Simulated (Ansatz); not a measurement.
Below is the output of a Python script on the Ansatz DFT code, driven from Python that makes a geometry optimisation of C3H5BCl2, SMILES BC1(Cl)CC1Cl. Write a script that gives it. Use: PBE0, 6-31G* basis, multiplicity 1.

`c3h5bcl2.xyz`
```text
11

B    -1.24040   -0.60210    0.98570
C    -0.50190    0.20890   -0.17600
Cl   -1.47390    1.08550   -1.43210
C     0.78150   -0.52370   -0.73730
C     0.91670    0.68020    0.13480
Cl    1.51150    2.12960   -0.74620
H    -1.36110   -0.07310    2.05170
H    -1.76900   -1.57580    0.73610
H     0.92080   -0.34880   -1.76960
H     0.97790   -1.48960   -0.21060
H     1.30330    0.45190    1.18390
```

`python opt_c3h5bcl2.py` gives:
```text
step   1  E = -28897.858123 eV  max force 2.4971 eV/A
step   2  E = -28898.152097 eV  max force 1.9839 eV/A
step   3  E = -28898.396832 eV  max force 0.7130 eV/A
step   4  E = -28898.467198 eV  max force 0.3473 eV/A
step   5  E = -28898.526867 eV  max force 0.2590 eV/A
step   6  E = -28898.575934 eV  max force 0.5763 eV/A
step   7  E = -28898.624680 eV  max force 0.5928 eV/A
step   8  E = -28898.685848 eV  max force 0.3154 eV/A
step   9  E = -28898.708301 eV  max force 0.1789 eV/A
step  10  E = -28898.706816 eV  max force 0.4306 eV/A
step  11  E = -28898.716839 eV  max force 0.1139 eV/A
step  12  E = -28898.723321 eV  max force 0.1566 eV/A
step  13  E = -28898.727416 eV  max force 0.0978 eV/A
step  14  E = -28898.728505 eV  max force 0.0767 eV/A
step  15  E = -28898.728607 eV  max force 0.1215 eV/A
step  16  E = -28898.729896 eV  max force 0.0890 eV/A
step  17  E = -28898.730380 eV  max force 0.0180 eV/A
reference energy    -28898.730401 eV
total energy        -28898.730401 eV
occupied (up, down): [31, 31]  virtual: [77, 77]  frozen: 0
bond        before    after (A)
B0-C1        1.5977   1.5352
B0-H6        1.1961   1.1996
B0-H7        1.1357   1.1929
C1-Cl2       1.8141   1.7678
C1-C3        1.5808   1.5314
C1-C4        1.5268   1.5414
C3-C4        1.4927   1.4738
C3-H8        1.0562   1.0858
C3-H9        1.1176   1.0862
C4-Cl5       1.7974   1.7466
C4-H10       1.1411   1.0843
```

One script that gives this output:

`opt_c3h5bcl2.py`:
```python
'''Geometry optimisation of C3H5BCl2.'''

import ansatz
import numpy as np

molecule = ansatz.Crystal.molecule_from_extxyz('c3h5bcl2.xyz')

model = (
    molecule.calculation()
    .basis(gaussian='6-31G*')
    .functional('PBE0')
)
symbols = [site.symbol for site in molecule.cartesian_sites]
start = np.array([site.position_ang for site in molecule.cartesian_sites], dtype=float)
def progress(event):
    if event['event'] == 'relax_step':
        row = event['data']
        print(f'step {row["step"]:3d}  E = {row["lagrangian_ev"]:.6f} eV  max force {row["allowed_force_max_ev_ang"]:.4f} eV/A')


report = model.relax(force_tolerance=0.02).session().plan().execute(on_event=progress).report
end = np.array(report['positions_ang'])

print('reference energy %16.6f eV' % report['reference_energy_ev'])
print('total energy     %16.6f eV' % report['free_energy_ev'])
print('occupied (up, down):', report['n_occupied'], ' virtual:', report['n_virtual'], ' frozen:', report['n_frozen'])

print('bond        before    after (A)')
for i, j in [(0, 1), (0, 6), (0, 7), (1, 2), (1, 3), (1, 4), (3, 4), (3, 8), (3, 9), (4, 5), (4, 10)]:
    d0, d1 = (np.linalg.norm(xyz[i] - xyz[j]) for xyz in (start, end))
    print(f'{symbols[i]}{i}-{symbols[j]}{j}'.ljust(10), f'{d0:8.4f} {d1:8.4f}')
with open('c3h5bcl2_opt.xyz', 'w') as handle:
    handle.write(f'{len(symbols)}\nrelaxed C3H5BCl2\n')
    handle.writelines(f'{s:2s} {x:11.6f} {y:11.6f} {z:11.6f}\n' for s, (x, y, z) in zip(symbols, end))
```

Caveats:
- Total energies depend on the basis set; only differences at equal settings carry meaning.
- The end point is the stationary point reached from this start; no frequency run checks that it is a minimum, and the basis set is modest.
- Hardware and time: 2.1 min on 1 thread of Arm Neoverse V1 (shared host), peak memory 0.34 GiB.

(Lines on the test bed's own set-up are left out of the output.)
